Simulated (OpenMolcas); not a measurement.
**F, step by step**

Aim: a series of 9 runs (ROHF/6-31G*, CASSCF(7,4)/6-31G*, CASPT2(7,4)/6-31G*, CASPT2[IPEA 0](7,4)/6-31G*, SC-NEVPT2(7,4)/6-31G*, PC-NEVPT2(7,4)/6-31G*, MC-PDFT[tPBE](7,4)/6-31G*, MC-PDFT[ftPBE](7,4)/6-31G*, and more) of F. 

The results are computed with OpenMolcas 26.06.

70 further runs of the same task are left out: 70 set aside as unsound or not needed.

### Step 1. A single-point energy at ROHF/6-31G(d) (spherical functions) (run 1)

Input file mol.xyz:

```xyz
1

F      0.000000     0.000000     0.000000
```

Input file step1.input:

```
* F Hartree-Fock
>>> EXPORT MOLCAS_PRINT=2

&GATEWAY
  BasLib = $CurrDir
  Coord = mol.xyz
  Basis = 6-31Gs
  Group = NoSym

&SEWARD

&SCF
  UHF
  Spin = 2
  PrOrbitals = 1 1

&RASSCF
  FileOrb = $Project.UnaOrb
  Spin = 2
  Nactel = 1 0 0
  Inactive = 4
  Ras2 = 1
  OutOrbitals = Canonical
  OrbListing = NoCore
```

The basis set 6-31G* is read from a file made from the Basis Set Exchange's data (not shown).

Command:

```bash
$ export MOLCAS_MEM=1860
$ pymolcas step1.input > step1.log
```

The log of the run (excerpt; [...] marks lines left out):

```text
--- Start Module: gateway ---
[...]
--- Stop Module: gateway /rc=_RC_ALL_IS_WELL_ ---
[...]
      Basis functions           14
[...]
--- Start Module: scf ---
[...]
       Convergence after   9 Iterations
[...]
::    Total SCF energy                                -99.3634120219
[...]
      Total spin, S                                     0.5013122723
[...]
--- Stop Module: scf /rc=_RC_ALL_IS_WELL_ ---
--- Start Module: rasscf ---
[...]
      Number of active orbitals                  1
[...]
      Spin quantum number                      0.5
[...]
      Active orbitals                            1
[...]
      Number of CSFs                             1
[...]
      Number of root(s) required                 1
[...]
      Convergence after  5 iterations
[...]
      printout of CI-coefficients larger than  0.05 for root  1
      energy=     -99.360261
      conf/sym  1     Coeff  Weight
             1  u   1.00000 1.00000
      Natural orbitals and occupation numbers for root  1
      sym 1:   1.000000
      ************************************************************************************************************************
      *                                                    Final results                                                     *
[...]
::    RASSCF root number  1 Total energy:    -99.36026111
[...]
      Total electronic charge=    9.000000
      Total            charge=   -0.000000
[...]
      Dipole Moment (debye):
      Origin of the operator (angstrom)=    0.0000    0.0000    0.0000
                   X=  3.6818E-16               Y=  9.2770E-16               Z=  6.3946E-16           Total=  1.1854E-15
      Quadrupole Moment (debye*angstrom):
[...]
--- Stop Module: rasscf /rc=_RC_ALL_IS_WELL_ ---
[...]
```

Run time: 2.1 s. Hardware: 1 thread of Intel Xeon Platinum 8375C at 2.90GHz (Ice Lake), shared host; peak memory 0.37 GiB.

### Step 2. The F atom: the energy at CASSCF(7,4)/6-31G(d) (spherical functions) (run 2)

mol.xyz is that of step 1.

Input file step2.inp:

```
&GATEWAY
  BASLIB
  $CurrDir
  COORD
  mol.xyz
  BASIS
  6-31Gs
  GROUP
  NoSym

&SEWARD

&RASSCF
  FILEORB
  $CurrDir/step1.RasOrb
  SPIN
  2
  NACTEL
  7 0 0
  INACTIVE
  1
  RAS2
  4
  ORBLISTING
  NoCore
  ORBAPPEAR
  Compact
```

The basis set 6-31G* is read from a file made from the Basis Set Exchange's data (not shown).

Command:

```bash
$ export MOLCAS_MEM=1860
$ pymolcas step2.inp > step2.log
```

The log of the run (excerpt; [...] marks lines left out):

```text
--- Start Module: gateway ---
[...]
--- Stop Module: gateway /rc=_RC_ALL_IS_WELL_ ---
--- Start Module: seward ---
[...]
      Basis functions           14
--- Stop Module: seward /rc=_RC_ALL_IS_WELL_ ---
--- Start Module: rasscf ---
[...]
      Number of active orbitals                  4
[...]
      Spin quantum number                      0.5
[...]
      Active orbitals                            4
[...]
      Number of CSFs                             4
[...]
      Number of root(s) required                 1
[...]
 ###    WARNING: Problems in orbital optimization.                           ###
 ###############################################################################
  Warning: In symmetry  1, orbital p=   2 has diagonal density matrix element D(p,p) close to two. (2 - D(p,p))=  0.000000E+00
[...]
 ###    WARNING: Problems in orbital optimization.                           ###
 ###############################################################################
  Warning: In symmetry  1, orbital p=   2 has diagonal density matrix element D(p,p) close to two. (2 - D(p,p))=  0.000000E+00
[...]
 ###    WARNING: Problems in orbital optimization.                           ###
 ###############################################################################
  Warning: In symmetry  1, orbital p=   2 has diagonal density matrix element D(p,p) close to two. (2 - D(p,p))=  0.000000E+00
[...]
      Convergence after  4 iterations
[...]
      printout of CI-coefficients larger than  0.05 for root  1
      energy=     -99.360261
      conf/sym  1111     Coeff  Weight
             1  222u   1.00000 1.00000
      Natural orbitals and occupation numbers for root  1
      sym 1:   2.000000   2.000000   2.000000   1.000000
      ************************************************************************************************************************
      *                                                    Final results                                                     *
[...]
::    RASSCF root number  1 Total energy:    -99.36026111
[...]
      Total electronic charge=    9.000000
      Total            charge=   -0.000000
[...]
      Dipole Moment (debye):
      Origin of the operator (angstrom)=    0.0000    0.0000    0.0000
                   X=  3.6818E-16               Y=  9.2770E-16               Z=  6.3946E-16           Total=  1.1854E-15
      Quadrupole Moment (debye*angstrom):
[...]
--- Stop Module: rasscf /rc=_RC_ALL_IS_WELL_ ---
[...]
```

Wall time 1.6 s (1 thread of Intel Xeon Platinum 8375C at 2.90GHz (Ice Lake), shared host); peak memory 0.37 GiB.

Runs 3 to 4 aren't shown in full; the table further down has their settings and results.

### Step 3. The F atom: the energy at SC-NEVPT2(7,4)/6-31G(d) (spherical functions) (run 5)

mol.xyz is that of step 2.

Input file step5.inp:

```
&GATEWAY
BasLib=$CurrDir
Coord=mol.xyz
Basis=6-31Gs
Group=NoSym
&SEWARD
&RASSCF
FileOrb=$CurrDir/step2.RasOrb
Spin=2
Nactel=7 0 0
Inactive=1
Ras2=4
OrbListing=NoCore
OrbAppear=Compact
&CASPT2
SC-NEVPT2
Frozen=1
```

The basis set 6-31G* is read from a file made from the Basis Set Exchange's data (not shown).

Command:

```bash
$ export MOLCAS_MEM=1860
$ pymolcas step5.inp > step5.log
```

The log of the run (excerpt; [...] marks lines left out):

```text
--- Start Module: gateway ---
[...]
--- Stop Module: gateway /rc=_RC_ALL_IS_WELL_ ---
[...]
      Basis functions           14
[...]
--- Start Module: rasscf ---
[...]
      Number of active orbitals                  4
[...]
      Spin quantum number                      0.5
[...]
      Active orbitals                            4
[...]
      Number of CSFs                             4
[...]
      Number of root(s) required                 1
[...]
 ###    WARNING: Problems in orbital optimization.                           ###
 ###############################################################################
  Warning: In symmetry  1, orbital p=   2 has diagonal density matrix element D(p,p) close to two. (2 - D(p,p))=  0.000000E+00
[...]
 ###    WARNING: Problems in orbital optimization.                           ###
 ###############################################################################
  Warning: In symmetry  1, orbital p=   2 has diagonal density matrix element D(p,p) close to two. (2 - D(p,p))=  0.000000E+00
[...]
      Convergence after  4 iterations
[...]
      printout of CI-coefficients larger than  0.05 for root  1
      energy=     -99.360261
      conf/sym  1111     Coeff  Weight
             1  222u   1.00000 1.00000
      Natural orbitals and occupation numbers for root  1
      sym 1:   2.000000   2.000000   2.000000   1.000000
      ************************************************************************************************************************
      *                                                    Final results                                                     *
[...]
::    RASSCF root number  1 Total energy:    -99.36026111
[...]
      Total electronic charge=    9.000000
      Total            charge=    0.000000
[...]
      Dipole Moment (debye):
      Origin of the operator (angstrom)=    0.0000    0.0000    0.0000
                   X=  3.6818E-16               Y=  9.2770E-16               Z=  6.3946E-16           Total=  1.1854E-15
      Quadrupole Moment (debye*angstrom):
[...]
--- Stop Module: rasscf /rc=_RC_ALL_IS_WELL_ ---
--- Start Module: caspt2 ---
[...]
      E2 (Variational):          -0.1095924461
[...]
      E2 (Variational):          -0.1092779967
      Total energy:             -99.4695391104
[...]
      Reference weight:           0.98027
[...]
::    SC-NEVPT2 Root  1     Total energy:    -99.46953911
[...]
--- Stop Module: caspt2 /rc=_RC_ALL_IS_WELL_ ---
[...]
```

Wall time 1.7 s (1 thread of Intel Xeon Platinum 8375C at 2.90GHz (Ice Lake), shared host); peak memory 0.37 GiB.

Runs 6 to 8 aren't shown in full; the table further down has their settings and results.

### Step 4. The F atom: the energy at MRCI(7,4)/6-31G(d) (spherical functions) (run 9)

mol.xyz is that of step 3.

Input file step9.input:

```
* F MRCI
>>> EXPORT MOLCAS_PRINT=2

&GATEWAY
 BasLib=$CurrDir
 Coord=mol.xyz
 Basis=6-31Gs
 Group=NoSym

&SEWARD

&RASSCF
 FileOrb=$CurrDir/step2.RasOrb
 Spin=2
 Nactel=7 0 0
 Inactive=1
 Ras2=4
 OrbListing=NoCore
 OrbAppear=Compact

&MOTRA
 LumOrb
 Frozen=1

&GUGA
 Electrons=7
 Spin=2
 Inactive=0
 Active=4
 CIAll=1

&MRCI
 SDCI
```

The basis set 6-31G* is read from a file made from the Basis Set Exchange's data (not shown).

Run the same way, it converges to -99.49308 Eh (log not shown).

### Step 5. Overview of the runs

```csv
run,level,active rule,inactive,energy (Eh),dipole moment (D) of the reference,wall time
1,ROHF/6-31G* (spherical functions),–,–,-99.360261,0.00,2.1 s
2,"CASSCF(7,4)/6-31G* (spherical functions)",full valence,1,-99.360261,0.00,1.6 s
3,"CASPT2(7,4)/6-31G* (spherical functions)",full valence,1,-99.487836,0.00,1.6 s
4,"CASPT2[IPEA 0](7,4)/6-31G* (spherical functions)",full valence,1,-99.489791,0.00,1.6 s
5,"SC-NEVPT2(7,4)/6-31G* (spherical functions)",full valence,1,-99.469539,0.00,1.7 s
6,"PC-NEVPT2(7,4)/6-31G* (spherical functions)",full valence,1,-99.469854,0.00,1.7 s
7,"MC-PDFT[tPBE](7,4)/6-31G* (spherical functions)",full valence,1,-99.603299,0.00,1.8 s
8,"MC-PDFT[ftPBE](7,4)/6-31G* (spherical functions)",full valence,1,-99.634097,0.00,1.8 s
9,"MRCI(7,4)/6-31G* (spherical functions)",full valence,1,-99.493076,0.00,1.8 s
```

### Step 6. Outcome

```
                                     quantity         value
                  F atom, run 9: total energy  -99.49308 Eh
F atom, run 9: dipole moment (CASSCF density)        0.00 D
```

In words: Below the ROHF energy at the same shape and in the same basis (6-31G*): CASSCF(7,4) +0.0 mEh; CASPT2(7,4) -127.6 mEh; CASPT2[IPEA 0](7,4) -129.5 mEh; SC-NEVPT2(7,4) -109.3 mEh; PC-NEVPT2(7,4) -109.6 mEh; MRCI(7,4) -132.8 mEh. Active-space methods hold only the correlation inside their space unless a perturbation or CI step follows. All runs together took 16 s, the longest 2.1 s.
